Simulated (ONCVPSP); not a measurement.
**W: generating and testing an ONCV potential**

Task: generate the file, and judge it by its errors in other configurations, its logarithmic derivatives, its ghosts and its cutoff.

Method: ONCVPSP 4.0.1.1 (patched build), PBEsol, scalar-relativistic.

## 1. The design

The settings as typed:

| Item | Value |
| --- | --- |
| element | tungsten (W, Z = 74) |
| type | optimised norm-conserving Vanderbilt (ONCV) |
| frozen core | [Kr] 4d10 |
| valence charge | 28 |
| reference configuration | 4f14 5s2 5p6 5d3 (charge +3) |
| partial waves | 5s: rc 1.45 bohr, ncon 4, nbas 9, qcut 7.2 1/bohr, 3 projectors, debl 3.8 Ha; 5p: rc 1.55 bohr, ncon 3, nbas 8, qcut 10.2 1/bohr, 3 projectors, debl 1.9 Ha; 5d: rc 2.20 bohr, ncon 4, nbas 9, qcut 7.3 1/bohr, 2 projectors, debl 1.9 Ha; 4f: rc 0.55 bohr, ncon 4, nbas 7, qcut 19.3 1/bohr, 3 projectors, debl 1.8 Ha |
| local potential | polynomial inside 0.35 bohr (lpopt 5, dvloc0 0 Ha) |
| core correction | Teter function, fcfact 4, rcfact 1.7 |

The outer shells as boxes (Hund's rule for the drawing; the calculation is spin-unpolarised):

```
[Kr] core
4d [↑↓][↑↓][↑↓][↑↓][↑↓]
4f [↑↓][↑↓][↑↓][↑↓][↑↓][↑↓][↑↓]
5s [↑↓]
5p [↑↓][↑↓][↑↓]
5d [↑ ][↑ ][↑ ][  ][  ]
```

## 2. Generation

File W.dat:

```
# ATOM AND REFERENCE CONFIGURATION
# atsym  z   nc   nv     iexc    psfile
  W 74.00    9    4  -116133      upf
#
#   n    l    f
    1    0    2.00
    2    0    2.00
    2    1    6.00
    3    0    2.00
    3    1    6.00
    3    2   10.00
    4    0    2.00
    4    1    6.00
    4    2   10.00
    4    3   14.00
    5    0    2.00
    5    1    6.00
    5    2    3.00
#
# PSEUDOPOTENTIAL AND OPTIMIZATION
# lmax
    3
#
#   l,   rc,      ep,       ncon, nbas, qcut
    0    1.45    0.00    4    9    7.20
    1    1.55    0.00    3    8   10.20
    2    2.20    0.00    4    9    7.30
    3    0.55    0.00    4    7   19.30
#
# LOCAL POTENTIAL
# lloc, lpopt,  rc(5),   dvloc0
    4    5    0.35    0.00
#
# VANDERBILT-KLEINMAN-BYLANDER PROJECTORs
# l, nproj, debl
    0    3    3.80
    1    3    1.90
    2    2    1.90
    3    3    1.80
#
# MODEL CORE CHARGE
# icmod, fcfact, rcfact
    3    4.00    1.70
#
# LOG DERIVATIVE ANALYSIS
# epsh1, epsh2, depsh
   -5.00    5.00    0.04
#
# OUTPUT GRID
# rlmax, drl
    6.00    0.01
#
# TEST CONFIGURATIONS
# ncnf
    4
# nvcnf
#   n    l    f
    5
    4    3   14.00
    5    0    2.00
    5    1    6.00
    5    2    4.00
    6    0    2.00
#
    5
    4    3   14.00
    5    0    2.00
    5    1    6.00
    5    2    4.00
    6    0    1.00
#
    4
    4    3   14.00
    5    0    2.00
    5    1    6.00
    5    2    4.00
#
    5
    4    3   14.00
    5    0    2.00
    5    1    6.00
    5    2    4.00
    6    0    1.50
#
```

The run is started by

```sh
$ oncvpsp.x < W.dat > W.out
```

Q: Predict the outcome of this session. Wanted: cutoffs for 1 and 0.1 mHa per electron, occupied waves; bound ghosts; GHOST(+) flags; largest miss of a reference level; largest test error; largest phase difference near zero energy, channels read; rms error of d²Exc/dn², without and with the model core; projector energies reset by the program.

The runs gave:

```
                                                quantity                                                                               value
  cutoffs for 1 and 0.1 mHa per electron, occupied waves                                                                  709 Ha and 1076 Ha
                                            bound ghosts               s at -2596.93 eV, p at -1503.18 eV, d at -463.26 eV, f at -2345.31 eV
                                          GHOST(+) flags                                                            s at -91 eV, p at 393 eV
                       largest miss of a reference level                                                                         34 meV (4f)
                            largest test error (AE − PS)                                                  +9.6 meV, for 4f14 5s2 5p6 5d4 6s2
largest phase difference near zero energy, channels read                                                                           3.142 rad
 rms error of d²Exc/dn², without and with the model core                                                                   6.44 and 3.59 mHa
                 projector energies reset by the program  s: -3.969, 0.250, 4.050 Ha; p: -2.641, 0.250, 2.150 Ha; f: -2.289, 0.250, 2.050 Ha
```

What this shows: It has a bound ghost (s, p, d, f), a state that the atom doesn't have, and that rules the file out. Already in the reference configuration the 4f level is off by 34 meV. By total energies transferability is good: the largest error is 9.6 meV on 50.0 eV, for 4f14 5s2 5p6 5d4 6s2. Atomic tests can pass in spite of a ghost, since they solve only for the levels asked. It counts as very hard, with 709 Ha needed at the looser tolerance. At the looser tolerance the 4f wave is the slowest; 5p needs 32 Ha. Of the channels read, s scatters worst near zero energy, by up to 3.14 rad. A step near π is an extra or missing state, not a misfit of shape. The pseudo curves have a pole with no partner nearby in the atom's: s at -3.36 Ha. The program also flags highly localised states, GHOST(+) (s, p). All of this concerns the isolated atom, not yet a solid.
